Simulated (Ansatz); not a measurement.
# Si23H4O48 defect cell: single point

The task, for Si23H4O48 defect cell: 8 runs in a chain (single point).

Program: Ansatz 0.2.0. Level of theory: DFT PBE+D3(BJ), scalar-relativistic, plane waves, PAW. These are calculated values, not measurements.

## 1. The system as given

Symmetry: P1, No. 1, triclinic system. Conventional cell: a = 9.832 Å, b = 9.832 Å, c = 10.818 Å, α = 90.00°, β = 90.00°, γ = 120.00°. Si (site symmetry 1) has 4 O at 1.62 to 1.63 Å as nearest neighbours. Around O (site symmetry 1) lie 2 Si at 1.63 Å. Around O (site symmetry 1) lie 2 Si at 1.62 to 1.63 Å. Only part of the 75 independent sites is listed.

Structure file:

```
CELL_PARAMETERS angstrom
9.83160 0.00000 0.00000
-4.91580 8.51441 0.00000
0.00000 0.00000 10.81820
ATOMIC_POSITIONS crystal
Si 0.26684 0.00098 0.16347
Si 0.00285 0.27037 0.33570
Si 0.23061 0.23541 0.00010
O 0.06877 0.20662 0.44624
O 0.29612 0.36583 0.10991
O 0.14021 0.43474 0.27866
O 0.20246 0.06990 0.05539
O 0.36238 0.29444 0.39136
O 0.43070 0.13842 0.22135
Si 0.26535 0.99775 0.66365
Si 0.99321 0.26636 0.83503
Si 0.23231 0.22851 0.50175
O 0.06543 0.20987 0.94571
O 0.30388 0.35177 0.61665
O 0.13567 0.42902 0.77808
O 0.19971 0.05743 0.54993
O 0.35846 0.29582 0.88797
O 0.42848 0.13645 0.72173
Si 0.26828 0.50274 0.16721
Si 0.99978 0.76761 0.33315
Si 0.23386 0.73303 0.99665
O 0.06790 0.70632 0.44383
O 0.29912 0.86841 0.10315
O 0.13683 0.93004 0.27352
O 0.20408 0.56985 0.05801
O 0.36398 0.79940 0.38658
O 0.43429 0.64068 0.22152
Si 0.99892 0.76669 0.83271
Si 0.23443 0.73561 0.49762
O 0.06775 0.70498 0.94236
O 0.29936 0.86433 0.60902
O 0.13503 0.93004 0.77389
O 0.20585 0.56995 0.55544
O 0.35939 0.78706 0.88338
O 0.45745 0.64843 0.71430
Si 0.76924 0.00430 0.16724
Si 0.49845 0.26709 0.33264
Si 0.72664 0.23202 0.00030
O 0.56833 0.20467 0.44119
O 0.79072 0.36288 0.10970
O 0.63447 0.43318 0.27686
O 0.70322 0.06912 0.05732
O 0.86583 0.29920 0.39139
O 0.93374 0.14158 0.22412
Si 0.76572 0.00123 0.66690
Si 0.49457 0.26577 0.83203
Si 0.73277 0.23381 0.49924
O 0.56175 0.20462 0.94369
O 0.79140 0.36227 0.61097
O 0.63035 0.43231 0.77517
O 0.70537 0.06909 0.55548
O 0.85400 0.29271 0.88822
O 0.93076 0.13663 0.72449
Si 0.76517 0.50083 0.16730
Si 0.50119 0.77037 0.33205
Si 0.73508 0.73690 0.00121
O 0.56846 0.70787 0.44230
O 0.79902 0.86851 0.11014
O 0.63944 0.93563 0.27729
O 0.70548 0.57144 0.05743
O 0.86379 0.79712 0.38999
O 0.93059 0.63562 0.22438
Si 0.76319 0.49956 0.66634
Si 0.50465 0.76921 0.83163
Si 0.73275 0.73549 0.49969
O 0.56975 0.70901 0.94538
O 0.79447 0.86456 0.61073
O 0.63681 0.93933 0.77827
O 0.70413 0.56993 0.55610
O 0.86338 0.79661 0.88968
O 0.92852 0.63351 0.72462
H 0.45230 0.54777 0.72534
H 0.22975 0.35611 0.67555
H 0.30280 0.58497 0.59564
H 0.12036 0.46911 0.72178
```

The structure rests on an entry of the Crystallography Open Database; cell or positions may have been set otherwise for this series.

## 2. Single point: Si23H4O48 defect cell, no spin

File input.yaml:

```yaml
crystal:
  lattice:
    - [9.8316, 0.0, 0.0]
    - [-4.9158, 8.514415, 0.0]
    - [0.0, 0.0, 10.8182]
  atoms:
    - { symbol: Si, position: [0.266843, 0.00097674, 0.16347] }
    - { symbol: Si, position: [0.0028516, 0.270368, 0.335705] }
    - { symbol: Si, position: [0.230605, 0.235408, 0.00010073] }
    - { symbol: O, position: [0.068765, 0.206621, 0.44624] }
    - { symbol: O, position: [0.296124, 0.365827, 0.109908] }
    - { symbol: O, position: [0.140206, 0.434745, 0.278663] }
    - { symbol: O, position: [0.20246, 0.069896, 0.055395] }
    - { symbol: O, position: [0.362378, 0.294436, 0.391361] }
    - { symbol: O, position: [0.430699, 0.138418, 0.221353] }
    - { symbol: Si, position: [0.265348, 0.9977494, 0.66365] }
    - { symbol: Si, position: [0.9932126, 0.266356, 0.83503] }
    - { symbol: Si, position: [0.232311, 0.228511, 0.501752] }
    - { symbol: O, position: [0.065432, 0.209873, 0.945715] }
    - { symbol: O, position: [0.303882, 0.351771, 0.616648] }
    - { symbol: O, position: [0.13567, 0.429017, 0.77808] }
    - { symbol: O, position: [0.199712, 0.057432, 0.54993] }
    - { symbol: O, position: [0.358455, 0.295822, 0.887965] }
    - { symbol: O, position: [0.428484, 0.136452, 0.721728] }
    - { symbol: Si, position: [0.268282, 0.502739, 0.167211] }
    - { symbol: Si, position: [0.99978038, 0.767614, 0.333148] }
    - { symbol: Si, position: [0.233864, 0.733029, 0.9966533] }
    - { symbol: O, position: [0.067901, 0.706322, 0.443832] }
    - { symbol: O, position: [0.299116, 0.868409, 0.10315] }
    - { symbol: O, position: [0.136833, 0.930038, 0.273522] }
    - { symbol: O, position: [0.204078, 0.569852, 0.058014] }
    - { symbol: O, position: [0.363978, 0.799398, 0.38658] }
    - { symbol: O, position: [0.434295, 0.640684, 0.221519] }
    - { symbol: Si, position: [0.9989205, 0.766693, 0.832714] }
    - { symbol: Si, position: [0.234429, 0.735614, 0.497622] }
    - { symbol: O, position: [0.067746, 0.704981, 0.942361] }
    - { symbol: O, position: [0.299362, 0.864331, 0.609024] }
    - { symbol: O, position: [0.135035, 0.930038, 0.773895] }
    - { symbol: O, position: [0.205853, 0.56995, 0.555435] }
    - { symbol: O, position: [0.359388, 0.787059, 0.883378] }
    - { symbol: O, position: [0.457452, 0.648434, 0.714304] }
    - { symbol: Si, position: [0.769241, 0.0042952, 0.167239] }
    - { symbol: Si, position: [0.498452, 0.267089, 0.332638] }
    - { symbol: Si, position: [0.726642, 0.232024, 0.0002954] }
    - { symbol: O, position: [0.568334, 0.204666, 0.441189] }
    - { symbol: O, position: [0.790721, 0.362883, 0.109704] }
    - { symbol: O, position: [0.634473, 0.433181, 0.276856] }
    - { symbol: O, position: [0.70322, 0.069122, 0.057317] }
    - { symbol: O, position: [0.865829, 0.299199, 0.391395] }
    - { symbol: O, position: [0.933744, 0.141576, 0.22412] }
    - { symbol: Si, position: [0.765718, 0.0012322, 0.6669] }
    - { symbol: Si, position: [0.494575, 0.265766, 0.832027] }
    - { symbol: Si, position: [0.732773, 0.233808, 0.499237] }
    - { symbol: O, position: [0.561748, 0.204616, 0.943686] }
    - { symbol: O, position: [0.791402, 0.362269, 0.610967] }
    - { symbol: O, position: [0.630351, 0.432309, 0.775171] }
    - { symbol: O, position: [0.705366, 0.069091, 0.555479] }
    - { symbol: O, position: [0.853998, 0.29271, 0.888217] }
    - { symbol: O, position: [0.930764, 0.136627, 0.724491] }
    - { symbol: Si, position: [0.765174, 0.500834, 0.167298] }
    - { symbol: Si, position: [0.501188, 0.770367, 0.332053] }
    - { symbol: Si, position: [0.735083, 0.736902, 0.0012113] }
    - { symbol: O, position: [0.568465, 0.707867, 0.442299] }
    - { symbol: O, position: [0.79902, 0.868506, 0.110139] }
    - { symbol: O, position: [0.639442, 0.93563, 0.277285] }
    - { symbol: O, position: [0.70548, 0.571443, 0.057434] }
    - { symbol: O, position: [0.863787, 0.797116, 0.389989] }
    - { symbol: O, position: [0.930587, 0.635619, 0.22438] }
    - { symbol: Si, position: [0.763194, 0.499559, 0.666338] }
    - { symbol: Si, position: [0.504648, 0.76921, 0.831628] }
    - { symbol: Si, position: [0.732749, 0.735492, 0.499688] }
    - { symbol: O, position: [0.569754, 0.709008, 0.945383] }
    - { symbol: O, position: [0.794469, 0.864558, 0.610728] }
    - { symbol: O, position: [0.636808, 0.939326, 0.778268] }
    - { symbol: O, position: [0.704132, 0.569933, 0.556105] }
    - { symbol: O, position: [0.863381, 0.79661, 0.889681] }
    - { symbol: O, position: [0.928516, 0.633508, 0.724622] }
    - { symbol: H, position: [0.452299, 0.547766, 0.72534] }
    - { symbol: H, position: [0.229745, 0.356111, 0.675554] }
    - { symbol: H, position: [0.302798, 0.584967, 0.595636] }
    - { symbol: H, position: [0.12036131, 0.46911267, 0.72177554] }
scf:
  occupations: { method: gaussian, width: 0.02 }
output:
  stress: false
  eigenvalues: true
kpoints:
  mp_grid: { grid: [1, 1, 1] }
hamiltonian:
  xc: pbe
  dispersion: d3bj
```

On the command line:

```console
$ ansatz run input.yaml --threads 4 --pin off --max-ram 16384MiB --backend cpu --events-out ev --progress --plain --runs-dir out
```

Standard output, shortened:

```text
Warning: RAYON_NUM_THREADS=4 ignored (pool sized by the plan → 4); use --threads N
[...]
Pseudopotentials: kind: paw
Pseudopotential: Si, paw, valence charge 4, recommended cutoff 420 eV (normal), Si.paw.azcp
Pseudopotential: O, paw, valence charge 6, recommended cutoff 420 eV (normal), O.paw.azcp
Pseudopotential: H, paw, valence charge 1, recommended cutoff 420 eV (normal), H.paw.azcp
Functional definition: PBE
[...]
Crystal: 75 atoms, lattice volume = 905.595 Å³
Basis set: ecut = 420 eV, 17821 PW (Γ)
Bands: 267, of which v1, the nominal top of the filled ones, is band 192 counted from 1 (191 counted from 0)
Symmetry: 1 space group operations
Space group: P1 (ITA 1), of the structure as read, at distance tolerance 9.7e-5 Å
k-points: 1
[...]
SCF iter   1: F=—  HF=-42010.551853 eV  |F-HF|=—  |Δ(HF+E_count)|=         —  Δρ=1.53e-3  dr2=1.28e-2  ethr=1.77e-3  ⟨swp⟩=7.0  Hψ=1206  notcnv=0  defer=29
[...]
SCF iter   8: F=-42010.565166 eV  HF=-42010.565166 eV  |F-HF|=8.00e-10  |Δ(HF+E_count)|=   1.26e-7  Δρ=1.58e-6  dr2=1.61e-8  ethr=2.60e-11  ⟨swp⟩=11.0  Hψ=848  notcnv=0
[...]
SCF converged after 8 iterations
Free energy (F): -42010.565166 eV
[...]
E sigma→0 (E₀):  -42010.565166 eV
Fermi energy:    5.426863 eV
[...]
--- Band table (eV) ---
[...]
```

Wall time 1.9 s (4 threads of AMD EPYC 9R45 (Zen 5), shared host); peak memory 1 GiB.

## 3. Single point

input.yaml: that of step 2 with these lines changed.

```diff
@@ -80,3 +80,3 @@
     - { symbol: H, position: [0.302798, 0.584967, 0.595636] }
-    - { symbol: H, position: [0.12036131, 0.46911267, 0.72177554] }
+    - { symbol: H, position: [0.11918371, 0.47219695, 0.71744443] }
 scf:
```

On the command line:

```console
$ ansatz run input.yaml --threads 4 --pin off --max-ram 16384MiB --backend cpu --events-out ev --progress --plain --runs-dir out
```

Standard output, shortened:

```text
Warning: RAYON_NUM_THREADS=4 ignored (pool sized by the plan → 4); use --threads N
[...]
[... 5 set-up lines as earlier in the session ...]
[...]
Crystal: 75 atoms, lattice volume = 905.595 Å³
Basis set: ecut = 420 eV, 17821 PW (Γ)
Bands: 267, of which v1, the nominal top of the filled ones, is band 192 counted from 1 (191 counted from 0)
[... 2 set-up lines as earlier in the session ...]
k-points: 1
[...]
SCF iter   1: F=—  HF=-42011.403966 eV  |F-HF|=—  |Δ(HF+E_count)|=         —  Δρ=1.46e-3  dr2=1.21e-2  ethr=1.77e-3  ⟨swp⟩=6.0  Hψ=1205  notcnv=0  defer=28
[...]
SCF iter   8: F=-42011.423871 eV  HF=-42011.423871 eV  |F-HF|=2.06e-9  |Δ(HF+E_count)|=   1.08e-7  Δρ=1.38e-6  dr2=1.21e-8  ethr=2.60e-11  ⟨swp⟩=11.0  Hψ=792  notcnv=0
[...]
SCF converged after 8 iterations
Free energy (F): -42011.423871 eV
[...]
E sigma→0 (E₀):  -42011.423871 eV
Fermi energy:    5.416458 eV
[...]
--- Band table (eV) ---
[...]
```

Run time: 1.9 s. Hardware: 4 threads of AMD EPYC 9R45 (Zen 5), shared host; peak memory 1 GiB.

## 4. Single point

input.yaml: that of step 3 with these lines changed.

```diff
@@ -80,3 +80,3 @@
     - { symbol: H, position: [0.302798, 0.584967, 0.595636] }
-    - { symbol: H, position: [0.11918371, 0.47219695, 0.71744443] }
+    - { symbol: H, position: [0.11800612, 0.47528123, 0.71311332] }
 scf:
```

On the command line:

```console
$ ansatz run input.yaml --threads 4 --pin off --max-ram 16384MiB --backend cpu --events-out ev --progress --plain --runs-dir out
```

Standard output, shortened:

```text
Warning: RAYON_NUM_THREADS=4 ignored (pool sized by the plan → 4); use --threads N
[...]
[... 5 set-up lines as earlier in the session ...]
[...]
Crystal: 75 atoms, lattice volume = 905.595 Å³
Basis set: ecut = 420 eV, 17821 PW (Γ)
Bands: 267, of which v1, the nominal top of the filled ones, is band 192 counted from 1 (191 counted from 0)
[... 2 set-up lines as earlier in the session ...]
k-points: 1
[...]
SCF iter   1: F=—  HF=-42011.844491 eV  |F-HF|=—  |Δ(HF+E_count)|=         —  Δρ=1.43e-3  dr2=1.13e-2  ethr=1.77e-3  ⟨swp⟩=6.0  Hψ=1205  notcnv=0  defer=28
[...]
SCF iter   8: F=-42011.867283 eV  HF=-42011.867283 eV  |F-HF|=3.17e-9  |Δ(HF+E_count)|=   1.01e-7  Δρ=1.24e-6  dr2=1.02e-8  ethr=2.60e-11  ⟨swp⟩=11.0  Hψ=752  notcnv=0
[...]
SCF converged after 8 iterations
Free energy (F): -42011.867283 eV
[...]
E sigma→0 (E₀):  -42011.867283 eV
Fermi energy:    5.405411 eV
[...]
--- Band table (eV) ---
[...]
```

Wall time 2 s (4 threads of AMD EPYC 9R45 (Zen 5), shared host); peak memory 1 GiB.

## 5. Single point

input.yaml: that of step 4 with these lines changed.

```diff
@@ -80,3 +80,3 @@
     - { symbol: H, position: [0.302798, 0.584967, 0.595636] }
-    - { symbol: H, position: [0.11800612, 0.47528123, 0.71311332] }
+    - { symbol: H, position: [0.11682853, 0.47836552, 0.70878221] }
 scf:
```

On the command line:

```console
$ ansatz run input.yaml --threads 4 --pin off --max-ram 16384MiB --backend cpu --events-out ev --progress --plain --runs-dir out
```

Standard output, shortened:

```text
Warning: RAYON_NUM_THREADS=4 ignored (pool sized by the plan → 4); use --threads N
[...]
[... 5 set-up lines as earlier in the session ...]
[...]
Crystal: 75 atoms, lattice volume = 905.595 Å³
Basis set: ecut = 420 eV, 17821 PW (Γ)
Bands: 267, of which v1, the nominal top of the filled ones, is band 192 counted from 1 (191 counted from 0)
[... 2 set-up lines as earlier in the session ...]
k-points: 1
[...]
SCF iter   1: F=—  HF=-42012.012908 eV  |F-HF|=—  |Δ(HF+E_count)|=         —  Δρ=1.42e-3  dr2=1.11e-2  ethr=1.77e-3  ⟨swp⟩=6.0  Hψ=1205  notcnv=0  defer=29
[...]
SCF iter   8: F=-42012.037174 eV  HF=-42012.037174 eV  |F-HF|=3.80e-9  |Δ(HF+E_count)|=   1.01e-7  Δρ=1.21e-6  dr2=1.01e-8  ethr=2.60e-11  ⟨swp⟩=10.0  Hψ=751  notcnv=0
[...]
SCF converged after 8 iterations
Free energy (F): -42012.037174 eV
[...]
E sigma→0 (E₀):  -42012.037174 eV
Fermi energy:    5.394031 eV
[...]
--- Band table (eV) ---
[...]
```

Wall time 1.9 s (4 threads of AMD EPYC 9R45 (Zen 5), shared host); peak memory 1 GiB.

## 6. Single point

input.yaml: that of step 5 with these lines changed.

```diff
@@ -80,3 +80,3 @@
     - { symbol: H, position: [0.302798, 0.584967, 0.595636] }
-    - { symbol: H, position: [0.11682853, 0.47836552, 0.70878221] }
+    - { symbol: H, position: [0.11545467, 0.48196385, 0.70372924] }
 scf:
```

On the command line:

```console
$ ansatz run input.yaml --threads 4 --pin off --max-ram 16384MiB --backend cpu --events-out ev --progress --plain --runs-dir out
```

Standard output, shortened:

```text
[...]
SCF converged after 8 iterations
Free energy (F): -42012.014193 eV
[...]
E sigma→0 (E₀):  -42012.014193 eV
Fermi energy:    5.380726 eV
[...]
--- Band table (eV) ---
[...]
```

Run time: 1.9 s. Hardware: 4 threads of AMD EPYC 9R45 (Zen 5), shared host; peak memory 1 GiB.

## 7. Single point

input.yaml: that of step 6 with these lines changed.

```diff
@@ -80,3 +80,3 @@
     - { symbol: H, position: [0.302798, 0.584967, 0.595636] }
-    - { symbol: H, position: [0.11545467, 0.48196385, 0.70372924] }
+    - { symbol: H, position: [0.11388455, 0.48607622, 0.69795443] }
 scf:
```

On the command line:

```console
$ ansatz run input.yaml --threads 4 --pin off --max-ram 16384MiB --backend cpu --events-out ev --progress --plain --runs-dir out
```

Standard output, shortened:

```text
[...]
SCF converged after 7 iterations
Free energy (F): -42011.817219 eV
[...]
E sigma→0 (E₀):  -42011.817219 eV
Fermi energy:    5.365805 eV
[...]
--- Band table (eV) ---
[...]
```

Wall time 1.9 s (4 threads of AMD EPYC 9R45 (Zen 5), shared host); peak memory 1 GiB.

## 8. Single point

input.yaml: that of step 7 with these lines changed.

```diff
@@ -80,3 +80,3 @@
     - { symbol: H, position: [0.302798, 0.584967, 0.595636] }
-    - { symbol: H, position: [0.11388455, 0.48607622, 0.69795443] }
+    - { symbol: H, position: [0.1119219, 0.49121669, 0.69073591] }
 scf:
```

On the command line:

```console
$ ansatz run input.yaml --threads 4 --pin off --max-ram 16384MiB --backend cpu --events-out ev --progress --plain --runs-dir out
```

Standard output, shortened:

```text
[...]
SCF converged after 7 iterations
Free energy (F): -42011.459580 eV
[...]
E sigma→0 (E₀):  -42011.459580 eV
Fermi energy:    5.358131 eV
[...]
--- Band table (eV) ---
[...]
```

Wall time 1.9 s (4 threads of AMD EPYC 9R45 (Zen 5), shared host); peak memory 1 GiB.

## 9. Single point

input.yaml: that of step 8 with these lines changed.

```diff
@@ -80,3 +80,3 @@
     - { symbol: H, position: [0.302798, 0.584967, 0.595636] }
-    - { symbol: H, position: [0.1119219, 0.49121669, 0.69073591] }
+    - { symbol: H, position: [0.10956671, 0.49738526, 0.68207368] }
 scf:
```

On the command line:

```console
$ ansatz run input.yaml --threads 4 --pin off --max-ram 16384MiB --backend cpu --events-out ev --progress --plain --runs-dir out
```

Standard output, shortened:

```text
[...]
SCF converged after 8 iterations
Free energy (F): -42011.030050 eV
[...]
E sigma→0 (E₀):  -42011.030050 eV
Fermi energy:    5.434639 eV
[...]
--- Band table (eV) ---
[...]
```

Wall time 2 s (4 threads of AMD EPYC 9R45 (Zen 5), shared host); peak memory 1 GiB.

## 10. The runs side by side

| step | energy above the lowest (eV) | gap on the mesh (eV) | time |
| --- | --- | --- | --- |
| 2 | 1.472 | 5.65 | 1.9 s |
| 3 | 0.613 | 5.67 | 1.9 s |
| 4 | 0.170 | 5.69 | 2 s |
| 5 | 0.000 | 5.70 | 1.9 s |
| 6 | 0.023 | 5.72 | 1.9 s |
| 7 | 0.220 | 5.73 | 1.9 s |
| 8 | 0.578 | 5.70 | 1.9 s |
| 9 | 1.007 | 5.46 | 2 s |

In words: The values hold for the settings typed; their convergence was not tested in this session.

These are semilocal Kohn-Sham gaps, which aren't the measured quantity. Such gaps usually fall short of the measured ones.
